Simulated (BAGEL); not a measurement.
# C2H5AlBN (SMILES B[C]1=C[NH][AlH]1): PBE0/6-31G(d) (density fitting with cc-pvqz-jkfit, spherical functions)

Aim: the energy change on altering one bond length of C2H5AlBN at PBE0/6-31G* (density fitting with cc-pvqz-jkfit, spherical functions), from 2 runs. 

The results are computed with BAGEL 1.2.2.

3 further runs of the same task are left out: 3 set aside as unsound or not needed.

## Step 1: The structure to begin with

The species is C2H5AlBN (10 atoms), meant as a singlet with charge 0. SMILES: `B[C]1=C[NH][AlH]1`. Geometry: relaxed at PBE0-D4/def2-TZVP.

Bond lengths: B1–C2 1.492 Å, C2–C3 1.391 Å, C3–N4 1.360 Å, C2–Al5 1.916 Å, N4–Al5 1.853 Å, B1–H6 1.207 Å, B1–H7 1.201 Å, C3–H8 1.094 Å, N4–H9 1.004 Å, Al5–H10 1.581 Å. Some angles: B1–C2–C3 124.0°, B1–C2–Al5 153.2°, C3–C2–Al5 82.9°, C2–C3–N4 115.0°, C3–N4–Al5 86.1°, C2–Al5–N4 76.0°, C2–B1–H6 119.4°, C2–B1–H7 122.5°, C2–C3–H8 124.7°, N4–C3–H8 120.3°.

## Step 2: A single-point energy at PBE0/6-31G(d) (density fitting with cc-pvqz-jkfit, spherical functions)

Input file input.json:

```json
{ "bagel" : [

{
  "title" : "molecule",
  "basis" : "6-31gs.json",
  "df_basis" : "cc-pvqz-jkfit",
  "angstrom" : "true",
  "geometry" : [
    { "atom" : "B", "xyz" : [      -1.253000,       0.576700,      -1.418700 ] },
    { "atom" : "C", "xyz" : [      -0.143800,       0.242800,      -0.478800 ] },
    { "atom" : "C", "xyz" : [      -0.315000,      -0.471300,       0.702300 ] },
    { "atom" : "N", "xyz" : [       0.820900,      -0.673500,       1.422800 ] },
    { "atom" : "Al", "xyz" : [       1.688500,       0.264900,       0.080500 ] },
    { "atom" : "H", "xyz" : [      -2.375700,       0.217000,      -1.161700 ] },
    { "atom" : "H", "xyz" : [      -1.076200,       1.195400,      -2.432600 ] },
    { "atom" : "H", "xyz" : [      -1.273000,      -0.859200,       1.061700 ] },
    { "atom" : "H", "xyz" : [       0.792000,      -1.179400,       2.289700 ] },
    { "atom" : "H", "xyz" : [       3.218400,       0.635500,      -0.062200 ] }
  ]
},

{
  "title" : "ks",
  "xc_func" : "pbe0"
},

{
  "title" : "print",
  "file" : "orbitals.molden",
  "orbitals" : "true"
}

]}
```

The basis set 6-31G* is read from a file made from the Basis Set Exchange's data (not shown).

Run with:

```console
$ BAGEL_NUM_THREADS=1 BAGEL input.json > input.out
```

Standard output:

```text
* using 1 threads per process

  ===============================================================
  ===============================================================

  *** Geometry ***

  { "atom" : "B", "xyz" : [     -2.367827,      1.089805,     -2.680954 ] },
  { "atom" : "C", "xyz" : [     -0.271743,      0.458826,     -0.904801 ] },
  { "atom" : "C", "xyz" : [     -0.595264,     -0.890628,      1.327155 ] },
  { "atom" : "N", "xyz" : [      1.551276,     -1.272731,      2.688702 ] },
  { "atom" : "Al", "xyz" : [      3.190803,      0.500588,      0.152123 ] },
  { "atom" : "H", "xyz" : [     -4.489422,      0.410071,     -2.195295 ] },
  { "atom" : "H", "xyz" : [     -2.033723,      2.258979,     -4.596948 ] },
  { "atom" : "H", "xyz" : [     -2.405621,     -1.623653,      2.006322 ] },
  { "atom" : "H", "xyz" : [      1.496663,     -2.228743,      4.326906 ] },
  { "atom" : "H", "xyz" : [      6.081895,      1.200921,     -0.117541 ] },

  Number of auxiliary basis functions:      827

  Since a DF basis is specified, we compute 2- and 3-index integrals:
    o Being stored without compression. Storage requirement is 0.047 GB

  Number of basis functions:       84
  Number of electrons      :       42

    * METHOD: MOLECULE                             0.58

  *** Kohn-Sham DFT ***

    * Removing 19498 points whose weight is below 1.00e-10
    * Grid points: 129562

  === Nuclear Repulsion ===
   179.7356329814

       - DIIS with orbital gradients will be used.

  === KS iteration (pbe0 / 6-31gs.json) ===
      0       -364.20186932          0.14171665           0.39
      1       -344.64607865          0.13791445           0.38
      2       -322.85435964          0.19559737           0.38
      3       -385.33884111          0.11524017           0.37
      4       -386.20253489          0.11914773           0.37
      5       -400.55455572          0.02543485           0.37
      6       -400.67774553          0.01953013           0.37
      7       -400.85333745          0.00804438           0.37
      8       -400.87723628          0.00330401           0.38
      9       -400.88091441          0.00227198           0.37
     10       -400.88301432          0.00029703           0.37
     11       -400.88306375          0.00005664           0.38
     12       -400.88306552          0.00000891           0.38
     13       -400.88306554          0.00000909           0.37
     14       -400.88306558          0.00000237           0.37
     15       -400.88306558          0.00000126           0.37
     16       -400.88306558          0.00000034           0.37
     17       -400.88306558          0.00000013           0.37
     18       -400.88306558          0.00000005           0.37
     19       -400.88306558          0.00000002           0.37
     20       -400.88306558          0.00000002           0.37
     21       -400.88306558          0.00000000           0.37
    * SCF iteration converged.

    * Permanent dipole moment:
           (   -0.888178,     0.530165,    -1.207878) a.u.

    * METHOD: KS                                   8.82

    * METHOD: PRINT                                0.01

  ===============================================================
```

It took 9.6 s on 1 thread of Intel Xeon 6975P-C (Granite Rapids), shared host; peak memory 0.53 GiB.

## Step 3: The distorted shape at the same level

Input file dft.json:

```json
{ "bagel": [

{
  "title": "molecule",
  "basis": "6-31gs.json",
  "df_basis": "cc-pvqz-jkfit",
  "angstrom": true,
  "geometry": [
    { "atom": "B", "xyz": [   -1.394436,    0.081756,   -0.607606 ] },
    { "atom": "C", "xyz": [   -0.285236,   -0.252144,    0.332294 ] },
    { "atom": "C", "xyz": [   -0.456436,   -0.966244,    1.513394 ] },
    { "atom": "N", "xyz": [    0.679464,   -1.168444,    2.233894 ] },
    { "atom": "Al", "xyz": [    1.547064,   -0.230044,    0.891594 ] },
    { "atom": "H", "xyz": [   -2.517136,   -0.277944,   -0.350606 ] },
    { "atom": "H", "xyz": [   -1.076200,    1.195400,   -2.432600 ] },
    { "atom": "H", "xyz": [   -1.414436,   -1.354144,    1.872794 ] },
    { "atom": "H", "xyz": [    0.650564,   -1.674344,    3.100794 ] },
    { "atom": "H", "xyz": [    3.076964,    0.140556,    0.748894 ] }
  ]
},
{ "title": "ks", "xc_func": "pbe0" },
{ "title": "print", "file": "orbitals.molden", "orbitals": true }

]}
```

The basis set 6-31G* is read from a file made from the Basis Set Exchange's data (not shown).

Run with:

```console
$ BAGEL_NUM_THREADS=1 BAGEL dft.json > dft.out
```

Standard output:

```text
* using 1 threads per process

  ===============================================================
  ===============================================================

  *** Geometry ***

  { "atom" : "B", "xyz" : [     -2.635102,      0.154496,     -1.148209 ] },
  { "atom" : "C", "xyz" : [     -0.539018,     -0.476483,      0.627945 ] },
  { "atom" : "C", "xyz" : [     -0.862539,     -1.825937,      2.859900 ] },
  { "atom" : "N", "xyz" : [      1.284001,     -2.208039,      4.221448 ] },
  { "atom" : "Al", "xyz" : [      2.923527,     -0.434720,      1.684868 ] },
  { "atom" : "H", "xyz" : [     -4.756698,     -0.525238,     -0.662549 ] },
  { "atom" : "H", "xyz" : [     -2.033723,      2.258979,     -4.596948 ] },
  { "atom" : "H", "xyz" : [     -2.672897,     -2.558961,      3.539068 ] },
  { "atom" : "H", "xyz" : [      1.229388,     -3.164052,      5.859651 ] },
  { "atom" : "H", "xyz" : [      5.814619,      0.265612,      1.415205 ] },

  Number of auxiliary basis functions:      827

  Since a DF basis is specified, we compute 2- and 3-index integrals:
    o Being stored without compression. Storage requirement is 0.047 GB

  Number of basis functions:       84
  Number of electrons      :       42

    * METHOD: MOLECULE                             0.58

  *** Kohn-Sham DFT ***

    * Removing 18786 points whose weight is below 1.00e-10
    * Grid points: 130274

  === Nuclear Repulsion ===
   177.7373965782

       - DIIS with orbital gradients will be used.

  === KS iteration (pbe0 / 6-31gs.json) ===
      0       -364.56133745          0.14144829           0.39
      1       -347.05402447          0.13172318           0.38
      2       -324.11211470          0.19577114           0.38
      3       -384.48455345          0.11910424           0.39
      4       -386.70651002          0.11612201           0.39
      5       -398.56843781          0.04834841           0.39
      6       -400.36691515          0.02691426           0.39
      7       -399.83637583          0.04033567           0.38
      8       -400.75154323          0.00583697           0.38
      9       -400.76803085          0.00235415           0.39
     10       -400.77070501          0.00114013           0.39
     11       -400.77129301          0.00049353           0.39
     12       -400.77141763          0.00030875           0.39
     13       -400.77145666          0.00010837           0.39
     14       -400.77146267          0.00002616           0.39
     15       -400.77146300          0.00001057           0.40
     16       -400.77146305          0.00000188           0.39
     17       -400.77146305          0.00000095           0.40
     18       -400.77146305          0.00000045           0.39
     19       -400.77146305          0.00000015           0.40
     20       -400.77146305          0.00000006           0.40
     21       -400.77146305          0.00000003           0.40
     22       -400.77146305          0.00000001           0.39
    * SCF iteration converged.

    * Permanent dipole moment:
           (   -0.992651,     0.984328,    -2.028538) a.u.

    * METHOD: KS                                   9.58

    * METHOD: PRINT                                0.01

  ===============================================================
```

Wall time 11 s (1 thread of Intel Xeon 6975P-C (Granite Rapids), shared host); peak memory 0.53 GiB.

## Step 4: Outcome

Level: PBE0/6-31G* (density fitting with cc-pvqz-jkfit, spherical functions).

```
                                                         quantity          value
                                        first shape: total energy  -400.88307 Eh
                                       first shape: dipole moment         4.04 D
                                         first shape: HOMO energy       -6.08 eV
                                         first shape: LUMO energy       -1.43 eV
                                       first shape: HOMO–LUMO gap        4.65 eV
                                    distorted shape: total energy  -400.77146 Eh
                                   distorted shape: dipole moment         6.26 D
                                     distorted shape: HOMO energy       -5.83 eV
                                     distorted shape: LUMO energy       -1.74 eV
                                   distorted shape: HOMO–LUMO gap        4.09 eV
energy change with the B1–H7 bond stretched from 1.201 to 2.161 Å       3.037 eV
```

In words: With the B1–H7 bond stretched from 1.201 to 2.161 Å the energy rises by 3.04 eV (293 kJ/mol). The first shape isn't relaxed at this level, so the change isn't measured from a minimum.
